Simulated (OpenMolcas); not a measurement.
# Rh⁴⁺ with 4 ligands (chloride): CASSCF and CASPT2 levels and susceptibility

Which state of Rh⁴⁺ lies lowest among these ligands, how large is the field, and what χT follows?

Method: state-averaged CASSCF and CASPT2, spin-orbit coupling by RASSI with atomic mean-field integrals. Code: OpenMolcas 26.06.

### Step 1. The system

| Property | Result |
| --- | --- |
| Species | Rh⁴⁺ (rhodium, Z = 45, 41 electrons) |
| Basis | ANO-RCC-VTZP [7s6p4d2f1g], 140 functions with the ligands |
| Scalar Hamiltonian | DKH2, point nucleus |
| Inactive shells | 1s 2s 2p 3s 3p 3d 4s 4p of the metal, and all ligand shells |
| Active space | 5 electrons in 5 orbitals (4d) |
| Some configurations of this space | 4d⁵ |
| Orbitals | optimised for each spin and parity, averaged over all roots |

Outer shells as boxes (Hund's rule):

4d5
```
4d [↑ ][↑ ][↑ ][↑ ][↑ ]
```

Rh⁴⁺ is taken with 4 ligands (chloride) in square coordination (D4h) at 2.23 Å. Ligand basis ANO-RCC-VDZP. The distances are assumed, not relaxed.

```xyz
5

Rh    0.0000    0.0000    0.0000
Cl    2.2300    0.0000    0.0000
Cl    0.0000    2.2300    0.0000
Cl   -2.2300    0.0000    0.0000
Cl    0.0000   -2.2300    0.0000
```

The work runs as a chain of OpenMolcas steps in one folder; each step below is one input file. Labels, J, g values, rates, χT and fits are worked out afterwards by a script from the matrices that RASSI stores.

### Step 2. GATEWAY and SEWARD: basis and integrals

a.inp reads:

```
&GATEWAY
Coord
5

Rh 0.0 0.0 0.0
Cl 2.230000 0.000000 0.000000
Cl 0.000000 2.230000 0.000000
Cl -2.230000 0.000000 0.000000
Cl 0.000000 -2.230000 0.000000
Basis=Rh.ANO-RCC-VTZP,Cl.ANO-RCC-VDZP
Group=XYZ
NoMove
AngMom=0.0 0.0 0.0
AMFI
RICD
&SEWARD
```

Launch:

```
$ OMP_NUM_THREADS=1 MOLCAS_MEM=2457 MOLCAS_PROJECT=a pymolcas a.inp > a.log
```

### Step 3. Reference wave functions, sextets of even parity, 1 root

a.inp reads:

```
&RASSCF
FileOrb=start.orb
Symmetry=1
Spin=6
nActEl=5 0 0
Inactive=27 27
Ras2=5 0
CIRoot=1 1 1
SDav=1
CIMx=300
Iter=150 100
PrWF=0.3
OrbListing=Nothing
MaxOrb=0
LevShft=1.0
>>> COPY $Project.JobIph JOB001
```

start.orb holds start orbitals that the driver prepared beforehand, or those of the step before.

### Step 4. Reference wave functions, quartets of even parity, 24 roots

a.inp reads:

```
&RASSCF
FileOrb=start.orb
Symmetry=1
Spin=4
nActEl=5 0 0
Inactive=27 27
Ras2=5 0
CIRoot=24 24 1
SDav=24
CIMx=300
Iter=150 100
PrWF=0.3
OrbListing=Nothing
MaxOrb=0
LevShft=1.0
>>> COPY $Project.JobIph JOB002
```

### Step 5. Reference wave functions, doublets of even parity, 75 roots

a.inp reads:

```
&RASSCF
FileOrb=start.orb
Symmetry=1
Spin=2
nActEl=5 0 0
Inactive=27 27
Ras2=5 0
CIRoot=75 75 1
SDav=75
CIMx=300
Iter=150 100
PrWF=0.3
OrbListing=Nothing
MaxOrb=0
LevShft=1.0
>>> COPY $Project.JobIph JOB003
```

### Step 6. RASSI: spin-orbit coupling between the states

a.inp reads:

```
&RASSI
NrOfJobIphs=3 1 24 75
1
1 2 3 4 5 6 7 8 9 10 11 12 13 14 15 16 17 18 19 20 21 22 23 24
1 2 3 4 5 6 7 8 9 10 11 12 13 14 15 16 17 18 19 20 21 22 23 24 25 26 27
28 29 30 31 32 33 34 35 36 37 38 39 40 41 42 43 44 45 46 47 48 49 50 51
52 53 54 55 56 57 58 59 60 61 62 63 64 65 66 67 68 69 70 71 72 73 74 75
IphNames
JOB001
JOB002
JOB003
EJob
SpinOrbit
DIPRint=1.0
SOCoupling=1000.0
Subsets=2
Property=9
'ANGMOM' 1 'ANGMOM' 2 'ANGMOM' 3 'MLTPL  1' 1 'MLTPL  1' 2 'MLTPL  1' 3
'AMFI' 1 'AMFI' 2 'AMFI' 3
SOProperty=3
'ANGMOM' 1 'ANGMOM' 2 'ANGMOM' 3
```

### Step 7. CASPT2: IPEA 0.25, imaginary shift 0.1 (closed shells correlated: 4s 4p of the metal, with ligand shells; the Frozen line counts the rest)

a.inp reads:

```
>>> COPY JOB001 $Project.JobIph
&CASPT2
Multistate=1 1
Frozen=18 16
IPEA=0.25
Imaginary=0.1
MaxIter=60
WThr=0.0 0.3 0.05
PrWF=0.5
NoMix
>>> COPY JOB002 $Project.JobIph
&CASPT2
Multistate=24 1 2 3 4 5 6 7 8 9 10 11 12 13 14 15 16 17 18 19 20 21 22
23 24
NoMult
Frozen=18 16
IPEA=0.25
Imaginary=0.1
MaxIter=60
WThr=0.0 0.3 0.05
PrWF=0.5
NoMix
>>> COPY JOB003 $Project.JobIph
&CASPT2
Multistate=75 1 2 3 4 5 6 7 8 9 10 11 12 13 14 15 16 17 18 19 20 21 22
23 24 25 26 27 28 29 30 31 32 33 34 35 36 37 38 39 40 41 42 43 44 45 46
47 48 49 50 51 52 53 54 55 56 57 58 59 60 61 62 63 64 65 66 67 68 69 70
71 72 73 74 75
NoMult
Frozen=18 16
IPEA=0.25
Imaginary=0.1
MaxIter=60
WThr=0.0 0.3 0.05
PrWF=0.5
NoMix
```

(Steps that only read results are left out.)

What does the calculation give? Wanted: spin-free ground state; first state of the same spin within the active space; lowest level; next level.

The runs gave:

```
                                            quantity                                                                                                                                          value
                                              method  SS-CASPT2, IPEA 0.25, imaginary shift 0.1 (closed shells correlated: 4s 4p of the metal, with ligand shells; the Frozen line counts the rest)
                              spin-free ground state                                                                                                            quartet, 1-fold in its orbital part
first state of the same spin within the active space                                                                                                                           quartet at 9560 cm⁻¹
                                        lowest level                                                                                                                   2-fold, g = 0.32, 0.32, 2.06
                                          next level                                                                                                                                     518.5 cm⁻¹
                                         χT at 300 K                                                                                                                                 0.71 cm³ K/mol
                           effective moment at 300 K                                                                                                                                        2.39 μB
```

Cost by method:

```
                                              method  time of its own steps  time with the reference
                                           A. CASSCF                   59 s                     59 s
B. SS-CASPT2, IPEA 0.25, imaginary shift 0.1, +4s 4p                3.5 min                  4.5 min
```

Times are of one thread on a shared host.

The spin-free ground state (quartet) is 1-fold and has less than the highest spin computed. χT at 300 K is 0.71, against 1.88 cm³ K/mol for the spin alone, so spin-orbit coupling lowers it. Reference weights range from 0.55 to 0.66, which points to intruder states or a small active space for some roots. With metal d orbitals alone active, the gaps between spin states are rough; where two lie within a few thousand cm-1, their order is open. The bonds are covalent and no ligand orbital is active, so the numbers are rough.
